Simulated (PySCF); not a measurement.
**Dy²²⁺, Dy²³⁺: ionisation energies in even-tempered 20s14p9d4f4g**

Aim: the ionisation energy of dysprosium from differences of total energies, at each level of theory, and how far each lands from the tabulated value where there is one.

The numbers are computed with PySCF 2.14.0 (unrestricted determinants in a Gaussian basis, no spin-orbit coupling in the energies), except any that are marked as measured or tabulated.

## Step 1: Starting point

* Element: dysprosium (Z = 66)
* Basis: an even-tempered Gaussian basis (20 s from 1.4 bohr⁻², ratio 2.5; 14 p from 1.8 bohr⁻², ratio 2.5; 9 d from 1.8 bohr⁻², ratio 2.5; 4 f from 10 bohr⁻², ratio 2.7; 4 g from 15 bohr⁻², ratio 2.7)
* Hamiltonian: the spin-free X2C one-electron Hamiltonian (Gaussian nucleus)
* State 1: Dy²²⁺: [Kr] 4d8, high-spin 3F determinant
* State 2: Dy²³⁺: [Kr] 4d7, high-spin 4F determinant
* Needed too, but not shown: Dy²⁴⁺ [Kr] 4d6 (5D)
* Methods: M06, PBEsol

Outer shells as boxes (Hund's rule):

Dy22+ [Kr] 4d8
```
[Kr] core
4d [↑↓][↑↓][↑↓][↑ ][↑ ]
```

Dy23+ [Kr] 4d7
```
[Kr] core
4d [↑↓][↑↓][↑ ][↑ ][↑ ]
```

The runs were made by one driver on top of PySCF. The scripts below sum up each run's settings (the driver also hands on starting orbitals that pick excited configurations, and frozen orbitals as a list rather than a count), and the logs come from the driver's own runs. The driver starts from symmetry-adapted Hartree-Fock orbitals, holds the occupation by maximum overlap and uses a logarithmic radial grid for functionals, so a plain start would take other cycles.

The driver's launch:

```
OMP_NUM_THREADS=2 python atomrun2.py TASK.json OUT
```

The integrals over 171 functions and the set-up took 3.1 s of CPU time.

## Step 2: Dy²²⁺, method by method

#### M06

input.py

```python
from pyscf import gto, scf, dft, mp, cc
mol = gto.M(atom="Dy 0 0 0", charge=22, spin=2, symmetry="D2h",
            basis=gto.etbs([(0, 20, 1.4, 2.5), (1, 14, 1.8, 2.5), (2, 9, 1.8, 2.5), (3, 4, 10, 2.7), (4, 4, 15, 2.7)]),
            nucmod="G")
mf = dft.UKS(mol, xc="M06").sfx2c1e()
mf.irrep_nelec = {'Ag': (8, 6), 'B1g': (2, 2), 'B2g': (2, 2), 'B3g': (2, 2), 'B1u': (3, 3), 'B2u': (3, 3), 'B3u': (3, 3)}
mf.kernel()
```

Standard output:

```text
damping factor = 0
level_shift factor = 0
DIIS = <class 'pyscf.scf.diis.CDIIS'>
diis_start_cycle = 1
diis_space = 10
diis_damp = 0
SCF conv_tol = 1e-09
SCF conv_tol_grad = None
number electrons alpha = 23  beta = 21
XC functionals = M06
    Y. Zhao and D. G. Truhlar.,  Theor. Chem. Acc. 120, 215 (2008)
    Y. Zhao and D. G. Truhlar.,  Theor. Chem. Acc. 120, 215 (2008)
cycle= 1 E= -11961.0020386355  delta_E= -0.0114  |g|= 0.221  |ddm|= 0.0417
cycle= 2 E= -11961.0020526816  delta_E= -1.4e-05  |g|= 0.00628  |ddm|= 0.00253
cycle= 3 E= -11961.0020528161  delta_E= -1.35e-07  |g|= 0.000487  |ddm|= 0.000259
cycle= 4 E= -11961.0020528174  delta_E= -1.33e-09  |g|= 4.15e-05  |ddm|= 1.72e-05
cycle= 5 E= -11961.0020528174  delta_E= -1.46e-11  |g|= 5.92e-06  |ddm|= 3.89e-06
converged SCF energy = -11961.0020528174  <S^2> = 2.0001484  2S+1 = 3.000099
```

Time after the integrals: 7 s (2 threads of Intel Xeon 6975P-C, shared host).

The occupied shells:

```
shell  electrons  mean orbital energy (eV)  spread (eV)  rms radius (bohr)
 1s α          1                  -54298.1            0             0.0240
 1s β          1                  -54298.1            0             0.0240
 2s α          1                   -9623.0            0             0.0971
 2s β          1                   -9620.8            0             0.0971
 2p α          3                   -8621.1            0             0.0874
 2p β          3                   -8619.3            0             0.0874
 3s α          1                   -2658.9            0              0.249
 3s β          1                   -2658.0            0              0.249
 3p α          3                   -2347.6            0              0.250
 3p β          3                   -2346.6            0              0.250
 3d α          5                   -1942.6        1.131              0.229
 3d β          5                   -1940.8        1.444              0.229
 4s α          1                   -998.45            0              0.536
 4s β          1                   -992.48            0              0.536
 4p α          3                   -888.68            0              0.557
 4p β          3                   -882.41            0              0.557
 4d α          5                   -737.39        1.989              0.577
 4d β          3                   -733.15            0              0.577
```

⟨S²⟩ = 2.000, ⟨L²⟩ = 12.00.

Spin-orbit coupling is strong in this species (close to jj coupling), so the high-spin LS determinant is a model state, not a physical level.

#### PBEsol

input.py differs from the last one in:

```diff
@@ -4,3 +4,3 @@
             nucmod="G")
-mf = dft.UKS(mol, xc="M06").sfx2c1e()
+mf = dft.UKS(mol, xc="PBEsol").sfx2c1e()
 mf.irrep_nelec = {'Ag': (8, 6), 'B1g': (2, 2), 'B2g': (2, 2), 'B3g': (2, 2), 'B1u': (3, 3), 'B2u': (3, 3), 'B3u': (3, 3)}
```

Standard output:

```text
damping factor = 0
level_shift factor = 0
DIIS = <class 'pyscf.scf.diis.CDIIS'>
diis_start_cycle = 1
diis_space = 10
diis_damp = 0
SCF conv_tol = 1e-09
SCF conv_tol_grad = None
number electrons alpha = 23  beta = 21
XC functionals = PBEsol
    J. P. Perdew, A. Ruzsinszky, G. I. Csonka, O. A. Vydrov, G. E. Scuseria, L. A. Constantin, X. Zhou, and K. Burke.,  Phys. Rev. Lett. 100, 136406 (2008)
    J. P. Perdew, A. Ruzsinszky, G. I. Csonka, O. A. Vydrov, G. E. Scuseria, L. A. Constantin, X. Zhou, and K. Burke.,  Phys. Rev. Lett. 100, 136406 (2008)
cycle= 1 E= -11956.047667414  delta_E= -0.0323  |g|= 0.0531  |ddm|= 0.088
cycle= 2 E= -11956.0476893841  delta_E= -2.2e-05  |g|= 0.00608  |ddm|= 0.00405
cycle= 3 E= -11956.0476897188  delta_E= -3.35e-07  |g|= 0.000125  |ddm|= 0.000479
cycle= 4 E= -11956.0476897192  delta_E= -4.26e-10  |g|= 4.67e-05  |ddm|= 2.67e-05
cycle= 5 E= -11956.0476897192  delta_E= -4.18e-11  |g|= 1.1e-06  |ddm|= 5.74e-06
converged SCF energy = -11956.0476897192  <S^2> = 2.0001029  2S+1 = 3.0000686
```

It took 2.7 s on 2 threads of Intel Xeon 6975P-C, shared host, the integrals not counted.

Radial density 4πr²ρ of Dy²²⁺ at PBEsol, without picture-change correction:

```csv
r (bohr),density,spin density
0.000508,2.75,0.000
0.000854,5.86,0.000
0.00144,12.2,0.000
0.00242,24.1,0.000
0.00407,44.0,0.000
0.00684,70.1,-0.001
0.0115,89.2,-0.001
0.0194,84.5,0.001
0.0325,80.2,0.027
0.0547,113,0.248
0.0921,100,1.149
0.155,99.4,1.605
0.261,66.7,0.003
0.438,42.1,4.313
0.737,16.4,2.174
1.24,0.156,0.027
2.09,4.33e-05,0.000
```

## Step 3: Dy²³⁺

#### M06

input.py

```python
from pyscf import gto, scf, dft, mp, cc
mol = gto.M(atom="Dy 0 0 0", charge=23, spin=3, symmetry="D2h",
            basis=gto.etbs([(0, 20, 1.4, 2.5), (1, 14, 1.8, 2.5), (2, 9, 1.8, 2.5), (3, 4, 10, 2.7), (4, 4, 15, 2.7)]),
            nucmod="G")
mf = dft.UKS(mol, xc="M06").sfx2c1e()
mf.irrep_nelec = {'Ag': (8, 7), 'B1g': (2, 2), 'B2g': (2, 1), 'B3g': (2, 1), 'B1u': (3, 3), 'B2u': (3, 3), 'B3u': (3, 3)}
mf.kernel()
```

Standard output:

```text
damping factor = 0
level_shift factor = 0
DIIS = <class 'pyscf.scf.diis.CDIIS'>
diis_start_cycle = 1
diis_space = 10
diis_damp = 0
SCF conv_tol = 1e-09
SCF conv_tol_grad = None
number electrons alpha = 23  beta = 20
XC functionals = M06
    Y. Zhao and D. G. Truhlar.,  Theor. Chem. Acc. 120, 215 (2008)
    Y. Zhao and D. G. Truhlar.,  Theor. Chem. Acc. 120, 215 (2008)
cycle= 1 E= -11933.5051023755  delta_E= -0.0111  |g|= 0.221  |ddm|= 0.0434
cycle= 2 E= -11933.5051149597  delta_E= -1.26e-05  |g|= 0.00661  |ddm|= 0.00216
cycle= 3 E= -11933.5051151021  delta_E= -1.42e-07  |g|= 0.000797  |ddm|= 0.000185
cycle= 4 E= -11933.505115107  delta_E= -4.95e-09  |g|= 9.03e-05  |ddm|= 5.16e-05
cycle= 5 E= -11933.5051151072  delta_E= -1.16e-10  |g|= 6.41e-06  |ddm|= 1.02e-05
converged SCF energy = -11933.5051151072  <S^2> = 3.7501757  2S+1 = 4.0000879
```

Time after the integrals: 6.9 s (2 threads of Intel Xeon 6975P-C, shared host).

The occupied shells:

```csv
shell,electrons,mean orbital energy (eV),spread (eV),rms radius (bohr)
1s α,1,-54352.4,0,0.0240
1s β,1,-54352.4,0,0.0240
2s α,1,-9677.7,0,0.0971
2s β,1,-9674.4,0,0.0971
2p α,3,-8676.0,0,0.0874
2p β,3,-8673.1,0,0.0874
3s α,1,-2709.4,0,0.249
3s β,1,-2708.0,0,0.249
3p α,3,-2398.2,0,0.249
3p β,3,-2396.6,0.000,0.249
3d α,5,-1994.0,1.154,0.228
3d β,5,-1991.1,1.522,0.228
4s α,1,-1042.0,0,0.533
4s β,1,-1033.3,0,0.533
4p α,3,-931.59,0,0.553
4p β,3,-922.35,0.002,0.553
4d α,5,-779.84,2.019,0.571
4d β,2,-773.33,0.002,0.571
```

⟨S²⟩ = 3.750, ⟨L²⟩ = 12.00.

Spin-orbit coupling is strong in this species (close to jj coupling), so the high-spin LS determinant is a model state, not a physical level.

#### PBEsol

input.py differs from the last one in:

```diff
@@ -4,3 +4,3 @@
             nucmod="G")
-mf = dft.UKS(mol, xc="M06").sfx2c1e()
+mf = dft.UKS(mol, xc="PBEsol").sfx2c1e()
 mf.irrep_nelec = {'Ag': (8, 7), 'B1g': (2, 2), 'B2g': (2, 1), 'B3g': (2, 1), 'B1u': (3, 3), 'B2u': (3, 3), 'B3u': (3, 3)}
```

Standard output:

```text
damping factor = 0
level_shift factor = 0
DIIS = <class 'pyscf.scf.diis.CDIIS'>
diis_start_cycle = 1
diis_space = 10
diis_damp = 0
SCF conv_tol = 1e-09
SCF conv_tol_grad = None
number electrons alpha = 23  beta = 20
XC functionals = PBEsol
    J. P. Perdew, A. Ruzsinszky, G. I. Csonka, O. A. Vydrov, G. E. Scuseria, L. A. Constantin, X. Zhou, and K. Burke.,  Phys. Rev. Lett. 100, 136406 (2008)
    J. P. Perdew, A. Ruzsinszky, G. I. Csonka, O. A. Vydrov, G. E. Scuseria, L. A. Constantin, X. Zhou, and K. Burke.,  Phys. Rev. Lett. 100, 136406 (2008)
cycle= 1 E= -11928.5786551627  delta_E= -0.0317  |g|= 0.0526  |ddm|= 0.0879
cycle= 2 E= -11928.5786749018  delta_E= -1.97e-05  |g|= 0.00662  |ddm|= 0.00362
cycle= 3 E= -11928.5786751849  delta_E= -2.83e-07  |g|= 0.00032  |ddm|= 0.000317
cycle= 4 E= -11928.5786751861  delta_E= -1.19e-09  |g|= 6.47e-05  |ddm|= 3.64e-05
cycle= 5 E= -11928.5786751862  delta_E= -8.91e-11  |g|= 6.77e-07  |ddm|= 8.69e-06
converged SCF energy = -11928.5786751862  <S^2> = 3.7501201  2S+1 = 4.00006
```

It took 2.7 s on 2 threads of Intel Xeon 6975P-C, shared host, the integrals not counted.

Radial density 4πr²ρ of Dy²³⁺ at PBEsol, without picture-change correction:

```
r (bohr)   density  spin density
0.000508      2.75         0.000
0.000854      5.87         0.000
 0.00144      12.2         0.000
 0.00242      24.1         0.000
 0.00407      44.1        -0.001
 0.00684      70.1        -0.001
  0.0115      89.2        -0.001
  0.0194      84.5         0.002
  0.0325      80.3         0.042
  0.0547       113         0.381
  0.0921      99.7         1.767
   0.155      99.0         2.454
   0.261      66.6         0.009
   0.438      40.5         6.612
   0.737      14.9         3.173
    1.24     0.114         0.033
    2.09  2.70e-05         0.000
```

## Step 4: Differences of total energies

Ionisation energy: Dy²²⁺ [Kr] 4d8 (3F) → Dy²³⁺ [Kr] 4d7 (4F).

| method | value (eV) | less the reference (eV) | CPU time, both states (s) |
| --- | --- | --- | --- |
| UHF | 745.85 | +2.85 |  |
| M06 | 748.23 | +5.23 | 26 |
| PBEsol | 747.47 | +4.47 | 10 |

Reference: 743 ± 4 eV (theoretical estimate listed by NIST; NIST Atomic Spectra Database, ionization energies). Spin-orbit coupling is strong in these open shells (close to jj coupling). The scalar numbers leave it out, so it can dominate the gap to the real levels. For this ion Breit and QED terms and the two-electron picture change, all absent here, are large against electron correlation.

Ionisation energy: Dy²³⁺ [Kr] 4d7 (4F) → Dy²⁴⁺ [Kr] 4d6 (5D).

| method | value (eV) | less the reference (eV) |
| --- | --- | --- |
| UHF | 787.30 | +1.30 |
| M06 | 788.48 | +2.48 |
| PBEsol | 788.84 | +2.84 |

Reference: 786 ± 4 eV (theoretical estimate listed by NIST; NIST Atomic Spectra Database, ionization energies). Spin-orbit coupling is strong in these open shells (close to jj coupling). The scalar numbers leave it out, so it can dominate the gap to the real levels. For this ion Breit and QED terms and the two-electron picture change, all absent here, are large against electron correlation.

The differences also use runs on Dy²⁴⁺ [Kr] 4d6 (5D), which are not shown here. The runs at UHF are not shown; their differences are listed all the same. Times are CPU seconds on a shared host without the integrals; correlated rows include their Hartree-Fock run, whose time holds the symmetry-adapted start and any spin-orbit constants, while functionals begin from orbitals already made.

## Step 5: Results

```
                quantity                                            value
ionisation energy, Dy²²⁺  UHF 745.85, PBEsol 747.47 eV; reference 743 ± 4
ionisation energy, Dy²³⁺  UHF 787.30, PBEsol 788.84 eV; reference 786 ± 4
```

**Reading.** For the first difference the methods span 2.376 eV, from UHF (745.85) to M06 (748.23). The reference is uncertain or not like for like (spin-orbit coupling or other relativistic terms), so no ranking of close methods is drawn. All values hold for this basis alone; no basis-set limit was taken.
